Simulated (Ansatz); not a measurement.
# GaPNH (quintet): wave-function methods side by side, cc-pVDZ

The task here is to estimate one member of a computed series from the others.

Program: Ansatz 0.2.0, Gaussian basis. Level of theory: cc-pVDZ, core rule «outside noble gas», up to 20 orbitals frozen. These are calculated values, not measurements.

To be run: UHF; CCSD(T) on ROHF; CCSD(T) on UHF; BCCD(T) on ROHF; CISD; CCSDT(Q) on ROHF; CCSDT(Q) on UHF.

29 further runs of the same task are left out: 7 for a known fault of the program, 10 that didn't finish, 12 set aside as unsound or not needed.

**The geometry**

The geometry is a PBE0/def2-TZVP stationary point (not a proven minimum) of the parent state, kept for this charge and spin. No spin-orbit coupling is included. The filled d shell of Ga may be among the frozen orbitals whatever the setting's name suggests; the logs give the count.

4 atoms, charge 0, spin multiplicity 5.

Atoms are counted from 1 here; the program's logs count them from 0.

Bond lengths: Ga1–N2 1.821 Å, Ga1–H4 1.580 Å, N2–P3 1.530 Å. Angles: N2–Ga1–H4 120.1°, Ga1–N2–P3 169.0°.

The first run:

Contents of in.yaml:

```yaml
crystal:
  periodic: [false, false, false]
  atoms:
    - {symbol: Ga, position_ang: [0.000001, -0.379916, 1.053510]}
    - {symbol: N, position_ang: [-0.000047, -0.190704, -0.757137]}
    - {symbol: P, position_ang: [0.000010, -0.326191, -2.280879]}
    - {symbol: H, position_ang: [0.000037, 0.896811, 1.984506]}
basis:
  gaussian: {orbitals: cc-pVDZ}
magnetization: {spin_polarized: true, initial_magnetization: 4}
hamiltonian: {xc: hf}
output: {orbitals: {seedname: orbitals}}
```

Command:

```sh
> ansatz run in.yaml --threads 1 --pin off --events-out ev --progress --plain --max-ram 2393MiB
```

Steps of the session up to this table: UHF; CCSD(T) on ROHF; CCSD(T) on UHF; BCCD(T) on ROHF; CISD; CCSDT(Q) on ROHF; CCSDT(Q) on UHF.

One table of the session follows, with a row left open; its other results are not shown here.

It belongs to the step «Misses and costs». 

```
   method  from UCCSDT(Q) (meV)
     ROHF               +8211.3
      UHF               +7889.8
     RMP2               +1308.8
     UMP2               +1356.5
    RCCSD                +302.6
    UCCSD                +289.8
 RCCSD(T)                 +77.0
 UCCSD(T)                 +71.9
  BCCD(T)                 +74.9
   RCCSDT                 +30.2
   UCCSDT                     ?
RCCSDT(Q)                  +9.8
UCCSDT(Q)                     0
```

Q: Estimate the row for UCCSDT from the others.

**Answer.** from UCCSDT(Q) (meV): +22.5. In the column «from UCCSDT(Q) (meV)» it lies between RCCSDT(Q) (+9.8) and RCCSDT (+30.2).

Not comparable, so not listed: CISD (they don't share determinant, frozen orbitals or solution with the rows shown, or repeat one).

Limits of these values: Restricted and unrestricted rows rest on different reference determinants; where their highest levels disagree by more than a few hundredths of an eV, they describe different states and don't form one ladder.
